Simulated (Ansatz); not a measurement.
# BiTe (Fm-3m) in Ansatz: a series of runs

The runs below take BiTe through single point, equation of state, with LDA.

Program: Ansatz 0.2.0. These are calculated values, not measurements. Logs are shortened: lines on timing, memory, paths and dates and some standing lists are left out, and cuts for length are marked.

## (1) The crystal as given

The structure is cubic, space group Fm-3m (No. 225). Conventional cell: a = 6.470 Å, b = 6.470 Å, c = 6.470 Å, α = 90.00°, β = 90.00°, γ = 90.00°. Bi (site symmetry m-3m) has 6 Te at 3.23 Å as nearest neighbours. Around Te (site symmetry m-3m) lie 6 Bi at 3.23 Å.

## (2) Single point, LDA, 31.82 Å³/atom (volume scaled by 0.94)

Contents of input.yaml:

```yaml
crystal:
  lattice:
    - [0.0, 3.1689610617, 3.1689610617]
    - [3.1689610617, 0.0, 3.1689610617]
    - [3.1689610617, 3.1689610617, 0.0]
  atoms:
    - { symbol: Bi, position: [0.0, 0.0, 0.0] }
    - { symbol: Te, position: [0.5, 0.5, 0.5] }
kpoints:
  mp_grid: { grid: [7, 7, 7] }
scf:
  occupations: { method: fermi_dirac, width: 0.05 }
hamiltonian:
  xc: lda
  pseudopotentials: { kind: all_electron, lapw: { basis_error: 0.001 } }
output:
  forces: true
  stress: true
  eigenvalues: true
```

Potentials or basis: all-electron LAPW, scalar-relativistic.

Launch:

```console
> ansatz run input.yaml --threads 1 --pin off --max-ram 3072MiB --backend cpu --events-out ev --progress --plain --runs-dir out
```

Standard output:

```text
Warning: RAYON_NUM_THREADS=1 ignored (pool sized by the plan → 1); use --threads N
LAPW: plane waves up to 7.010 Å⁻¹, error target 1.0e-3 eV per atom; small_component_spin mean_spin; Te in spheres of 1.554 Å, 24 of its electrons in bands, Dirac shells []; Bi in spheres of 1.615 Å, 37 of its electrons in bands, Dirac shells [] (how accurate: hamiltonian.pseudopotentials.lapw.basis_error, Limitations)
Engine: ansatz 0.2.0, aarch64-unknown-linux-gnu
Pseudopotentials: kind: all_electron
Pseudopotential: Bi, LAPW, valence charge 37, lapw/all_electron/scalar/gaussian/Bi, Koelling and Harmon's equation, gaussian nucleus
Pseudopotential: Te, LAPW, valence charge 24, lapw/all_electron/scalar/gaussian/Te, Koelling and Harmon's equation, gaussian nucleus
Functional definition: SPW92
  exchange = slater_x
  correlation = pw_c
Crystal: 2 atoms, lattice volume = 63.647 Å³
Basis set: ecut = 187.24032750080355 eV, 339 PW (Γ), exchange–correlation at level 2
Bands: 37, of which v1, the nominal top of the filled ones, is band 31 counted from 1 (30 counted from 0)
Symmetry: 48 space group operations
Space group: Fm-3m (ITA 225), of the structure as read, at distance tolerance 4.0e-5 Å
k-points: 20 of 343
Non-local potential: Bi, projectors of the file, none
Non-local potential: Te, projectors of the file, none
Initial density: superposition of atomic densities (chi_scale 0.1, normalization cell, long waves kept (reshape's long-wave potential 0.00 eV rms))
Initial wavefunctions: plane waves of lowest kinetic energy (no species holds an atomic orbital)
Functional: x = slater, c = lda
iter 1 solved again at ethr=1.53e-4 eV; its pass at ethr=1.00e-1 eV (dr2=9.36e-2 eV) is discarded
SCF iter   1: F=—  HF=-770127.449574 eV  |F-HF|=—  |Δ(HF+E_count)|=         —  Δρ=9.47e-3  dr2=9.36e-2  ethr=1.53e-4  ⟨swp⟩=3.0  Hψ=4704  notcnv=0
preconditioner: auto → LDOS  [metal: Δε(μ)=0.040 eV  Ē_g=11.232 eV  σ=0.050 eV  W_gap=0.20  n_scr=14 (ndim 8)  ℏωp=15.4 eV  f_vac=0.070  D(μ)=2.88/eV (n_scr^D=26)  β→1.0]
SCF iter   2: F=—  HF=-770127.428612 eV  |F-HF|=—  |Δ(HF+E_count)|=   2.10e-2  Δρ=3.10e-3  dr2=1.44e-2  ethr=1.53e-4  ⟨swp⟩=2.0  Hψ=2177  notcnv=0
iter 3 solved again at ethr=2.22e-6 eV; its pass at ethr=2.35e-5 eV (dr2=1.35e-3 eV) is discarded
SCF iter   3: F=—  HF=-770127.426928 eV  |F-HF|=—  |Δ(HF+E_count)|=   1.68e-3  Δρ=9.51e-4  dr2=1.35e-3  ethr=2.22e-6  ⟨swp⟩=2.0  Hψ=3697  notcnv=0
SCF iter   4: F=—  HF=-770127.422379 eV  |F-HF|=—  |Δ(HF+E_count)|=   4.55e-3  Δρ=4.15e-4  dr2=2.01e-4  ethr=2.22e-6  ⟨swp⟩=2.0  Hψ=2177  notcnv=0
SCF iter   5: F=—  HF=-770127.422176 eV  |F-HF|=—  |Δ(HF+E_count)|=   2.03e-4  Δρ=1.12e-4  dr2=1.38e-5  ethr=3.29e-7  ⟨swp⟩=2.0  Hψ=2177  notcnv=0
SCF iter   6: F=—  HF=-770127.422159 eV  |F-HF|=—  |Δ(HF+E_count)|=   1.69e-5  Δρ=5.03e-5  dr2=2.50e-6  ethr=2.27e-8  ⟨swp⟩=2.0  Hψ=2177  notcnv=0
SCF iter   7: F=—  HF=-770127.422159 eV  |F-HF|=—  |Δ(HF+E_count)|=   2.22e-7  Δρ=1.67e-5  dr2=3.24e-7  ethr=4.09e-9  ⟨swp⟩=2.0  Hψ=2177  notcnv=0
SCF iter   8: F=-770127.422159 eV  HF=-770127.422159 eV  |F-HF|=6.98e-10  |Δ(HF+E_count)|=   8.34e-8  Δρ=3.58e-6  dr2=9.82e-9  ethr=5.31e-10  ⟨swp⟩=2.0  Hψ=2177  notcnv=0
SCF 1 converged in 8 iterations: F = -770127.422159 eV  dr2 = 9.82e-9
the search or the solves at the SCF's close seem to have found levels that the self-consistency loop had missed (the run counts 1). By its estimate they hold under 1e-12 electrons; where the run keeps them, the occupations were computed again with them
SCF converged after 8 iterations
Free energy (F): -770127.422159 eV
Harris-Foulkes:  -770127.422159 eV  (|F-HF|=6.98e-10)
Internal energy: -770127.400267 eV  (E = F + TS)
E sigma→0 (E₀):  -770127.411213 eV
Entropy (-TS):   -0.021892 eV (-10.946 meV/atom)
Fermi energy:    13.572932 eV
--- Per-component energies (eV) ---
  E_band       = -3760.076177
  E_kinetic    = 872522.825789
  E_xc         = -15129.631014
  E_electrostatic = -1627520.595042  (all electrons and nuclei)
  E_smearing   = -0.021892  (= −TS)
  E_closure    = 0.000000  (closes the sum)
  E_atoms      = -770118.933441  (free atoms, spherical and without spin; not in F)
  Σ components = -770127.422159   (vs F -770127.422159, Δ=0.00e0)
  Basis errors (estimates in eV, not in F): energy 3.3e-4 per atom: plane waves 3.2e-4 (1.7e-4 summed), levels above the bands 2.7e-57, relativity 7.1e-9, radial functions 1.2e-5, core shells 6.5e-9; eigenvalues (radial functions only) 3.5e-6; not estimated: angular momenta, meshes, grids; target (lapw.basis_error) 1.0e-3; muffin-tin radii Te 1.554 Å, Bi 1.615 Å
--- Forces (eV/Å), atoms counted from 1 ---
  atom   1  Bi    -0.00000000     0.00000000    -0.00000000
  atom   2  Te     0.00000000    -0.00000000    -0.00000000
  max |Σ_I F_I| component: 5.72e-30 eV/Å
--- Stress (GPa, compression-positive) ---
        0.521122       0.000000       0.000000
        0.000000       0.521122      -0.000000
        0.000000      -0.000000       0.521122
  P = ⅓ Tr σ = 0.5211 GPa (5.211 kbar)
--- Band table (eV; the first three rows and the last of 20) ---
  k-point 0: bands = ["-145.8759", "-140.0102", "-135.2519", "-135.2503", "-135.2503", "-135.2503", "-135.2490", "-135.2490", "-135.2490", "-96.0937", "-96.0937", "-96.0937", "-78.1275", "-78.1275", "-78.1275", "-23.6895", "-23.6895", "-23.6848", "-23.6848", "-23.6848", "-9.5227", "-9.5227", "-9.5116", "-9.5116", "-9.5116", "-0.4655", "5.5357", "10.8530", "10.8530", "10.8530", "15.7888", "15.7888", "15.7888", "18.1891", "18.1891", "18.1891", "19.8857"]
  k-point 1: bands = ["-145.8759", "-140.0102", "-135.2519", "-135.2503", "-135.2503", "-135.2503", "-135.2490", "-135.2490", "-135.2490", "-96.0937", "-96.0937", "-96.0937", "-78.1275", "-78.1275", "-78.1275", "-23.6894", "-23.6894", "-23.6848", "-23.6847", "-23.6847", "-9.5239", "-9.5239", "-9.5112", "-9.5102", "-9.5102", "-0.2692", "5.0145", "10.9168", "10.9168", "11.0770", "14.9711", "15.0854", "15.0854", "17.9860", "18.5712", "18.5712", "21.0595"]
  k-point 2: bands = ["-145.8759", "-140.0102", "-135.2519", "-135.2503", "-135.2503", "-135.2503", "-135.2490", "-135.2490", "-135.2490", "-96.0937", "-96.0937", "-96.0937", "-78.1275", "-78.1275", "-78.1275", "-23.6893", "-23.6893", "-23.6847", "-23.6845", "-23.6845", "-9.5270", "-9.5270", "-9.5104", "-9.5066", "-9.5066", "0.3094", "3.8238", "11.1280", "11.1280", "11.4774", "13.7290", "13.8886", "13.8886", "18.5598", "19.6473", "19.6473", "23.1082"]
  k-point 19: bands = ["-145.8759", "-140.0102", "-135.2519", "-135.2503", "-135.2503", "-135.2503", "-135.2490", "-135.2490", "-135.2490", "-96.0937", "-96.0937", "-96.0937", "-78.1275", "-78.1275", "-78.1275", "-23.6896", "-23.6890", "-23.6846", "-23.6843", "-23.6837", "-9.5373", "-9.5237", "-9.5090", "-9.5053", "-9.4986", "2.0141", "2.4409", "8.0965", "8.7339", "11.5004", "13.6588", "16.9643", "17.8680", "18.1913", "19.3778", "22.9091", "23.3078"]
```

Wall time 8.3 s (1 thread of Arm Neoverse V2, shared host); peak memory 0.28 GiB.

What came out:

| Item | Value |
| --- | --- |
| Free energy | -770127.4222 eV |
| Pressure | 0.5 GPa |
| Band gap on the k mesh | none (metal or under the smearing width) |

Caveat: spin-orbit coupling is left out, which moves the levels of the heavy elements.

## (3) Single point, LDA, 32.50 Å³/atom (volume scaled by 0.96)

input.yaml, as its differences from that of step 2:

```diff
@@ -2,5 +2,5 @@
   lattice:
-    - [0.0, 3.1689610617, 3.1689610617]
-    - [3.1689610617, 0.0, 3.1689610617]
-    - [3.1689610617, 3.1689610617, 0.0]
+    - [0.0, 3.1912784242, 3.1912784242]
+    - [3.1912784242, 0.0, 3.1912784242]
+    - [3.1912784242, 3.1912784242, 0.0]
   atoms:
```

Potentials or basis: all-electron LAPW, scalar-relativistic.

Launch:

```console
> ansatz run input.yaml --threads 1 --pin off --max-ram 3072MiB --backend cpu --events-out ev --progress --plain --runs-dir out
```

It took 8.2 s on 1 thread of Arm Neoverse V2, shared host; peak memory 0.28 GiB.

It converged, with:

- Free energy: -770127.4215 eV
- Pressure: -0.7 GPa
- Band gap on the k mesh: none (metal or under the smearing width)

Caveat: spin-orbit coupling is left out, which moves the levels of the heavy elements.

## (4) Single point, LDA, 33.18 Å³/atom (volume scaled by 0.98)

input.yaml, as its differences from that of step 3:

```diff
@@ -2,5 +2,5 @@
   lattice:
-    - [0.0, 3.1912784242, 3.1912784242]
-    - [3.1912784242, 0.0, 3.1912784242]
-    - [3.1912784242, 3.1912784242, 0.0]
+    - [0.0, 3.2132879364, 3.2132879364]
+    - [3.2132879364, 0.0, 3.2132879364]
+    - [3.2132879364, 3.2132879364, 0.0]
   atoms:
```

Launch:

```console
> ansatz run input.yaml --threads 1 --pin off --max-ram 3072MiB --backend cpu --events-out ev --progress --plain --runs-dir out
```

It took 8.1 s on 1 thread of Arm Neoverse V2, shared host; peak memory 0.28 GiB.

It converged, with:

```
Free energy            : -770127.4114 eV
Pressure               : -1.7 GPa
Band gap on the k mesh : none (metal or under the smearing width)
```

Caveat: spin-orbit coupling is left out, which moves the levels of the heavy elements.

## (5) Single point, LDA, 33.86 Å³/atom

input.yaml, as its differences from that of step 4:

```diff
@@ -2,5 +2,5 @@
   lattice:
-    - [0.0, 3.2132879364, 3.2132879364]
-    - [3.2132879364, 0.0, 3.2132879364]
-    - [3.2132879364, 3.2132879364, 0.0]
+    - [0.0, 3.235, 3.235]
+    - [3.235, 0.0, 3.235]
+    - [3.235, 3.235, 0.0]
   atoms:
```

Launch:

```console
> ansatz run input.yaml --threads 1 --pin off --max-ram 3072MiB --backend cpu --events-out ev --progress --plain --runs-dir out
```

It took 8.2 s on 1 thread of Arm Neoverse V2, shared host; peak memory 0.28 GiB.

It converged, with:

| Property | Result |
| --- | --- |
| Free energy | -770127.3930 eV |
| Pressure | -2.6 GPa |
| Band gap on the k mesh | none (metal or under the smearing width) |

Caveat: spin-orbit coupling is left out, which moves the levels of the heavy elements.

## (6) Single point, LDA, 34.53 Å³/atom (volume scaled by 1.02)

input.yaml, as its differences from that of step 5:

```diff
@@ -2,5 +2,5 @@
   lattice:
-    - [0.0, 3.235, 3.235]
-    - [3.235, 0.0, 3.235]
-    - [3.235, 3.235, 0.0]
+    - [0.0, 3.2564244654, 3.2564244654]
+    - [3.2564244654, 0.0, 3.2564244654]
+    - [3.2564244654, 3.2564244654, 0.0]
   atoms:
```

Potentials or basis: all-electron LAPW, scalar-relativistic.

Launch:

```console
> ansatz run input.yaml --threads 1 --pin off --max-ram 3072MiB --backend cpu --events-out ev --progress --plain --runs-dir out
```

Run time: 8.1 s. Hardware: 1 thread of Arm Neoverse V2, shared host; peak memory 0.28 GiB.

It converged, with:

| Property | Result |
| --- | --- |
| Free energy | -770127.3671 eV |
| Pressure | -3.5 GPa |
| Band gap on the k mesh | none (metal or under the smearing width) |

Caveat: spin-orbit coupling is left out, which moves the levels of the heavy elements.

## (7) Single point, LDA, 35.21 Å³/atom (volume scaled by 1.04)

input.yaml, as its differences from that of step 6:

```diff
@@ -2,5 +2,5 @@
   lattice:
-    - [0.0, 3.2564244654, 3.2564244654]
-    - [3.2564244654, 0.0, 3.2564244654]
-    - [3.2564244654, 3.2564244654, 0.0]
+    - [0.0, 3.2775706714, 3.2775706714]
+    - [3.2775706714, 0.0, 3.2775706714]
+    - [3.2775706714, 3.2775706714, 0.0]
   atoms:
```

Launch:

```console
> ansatz run input.yaml --threads 1 --pin off --max-ram 3072MiB --backend cpu --events-out ev --progress --plain --runs-dir out
```

It took 8.2 s on 1 thread of Arm Neoverse V2, shared host; peak memory 0.28 GiB.

Results (log left out):

| Quantity | Value |
| --- | --- |
| Free energy | -770127.3345 eV |
| Pressure | -4.2 GPa |
| Band gap on the k mesh | none (metal or under the smearing width) |

Caveat: spin-orbit coupling is left out, which moves the levels of the heavy elements.

## (8) Single point, LDA, 35.89 Å³/atom (volume scaled by 1.06)

input.yaml, as its differences from that of step 7:

```diff
@@ -2,5 +2,5 @@
   lattice:
-    - [0.0, 3.2775706714, 3.2775706714]
-    - [3.2775706714, 0.0, 3.2775706714]
-    - [3.2775706714, 3.2775706714, 0.0]
+    - [0.0, 3.2984474805, 3.2984474805]
+    - [3.2984474805, 0.0, 3.2984474805]
+    - [3.2984474805, 3.2984474805, 0.0]
   atoms:
```

Launch:

```console
> ansatz run input.yaml --threads 1 --pin off --max-ram 3072MiB --backend cpu --events-out ev --progress --plain --runs-dir out
```

It took 8.2 s on 1 thread of Arm Neoverse V2, shared host; peak memory 0.28 GiB.

It converged, with:

```
Free energy            : -770127.2960 eV
Pressure               : -4.9 GPa
Band gap on the k mesh : none (metal or under the smearing width)
```

Caveat: spin-orbit coupling is left out, which moves the levels of the heavy elements.

## (9) Equation of state, LDA

Potentials or basis: all-electron LAPW, scalar-relativistic.

No new run: the results of the series are fitted here.

What came out:

| Property | Result |
| --- | --- |
| Equilibrium volume | 32.11 Å³/atom |
| Bulk modulus | 56 GPa |
| Pressure derivative of the bulk modulus | 4.5 |

Energy against volume, from the lowest point:
```
volume (Å³/atom)  energy (meV/atom)
          31.824               0.00
          32.501               0.34
          33.178               5.37
          33.855              14.59
          34.532              27.55
          35.209              43.82
          35.886              63.07
```

Caveat: spin-orbit coupling is left out, which moves the levels of the heavy elements.
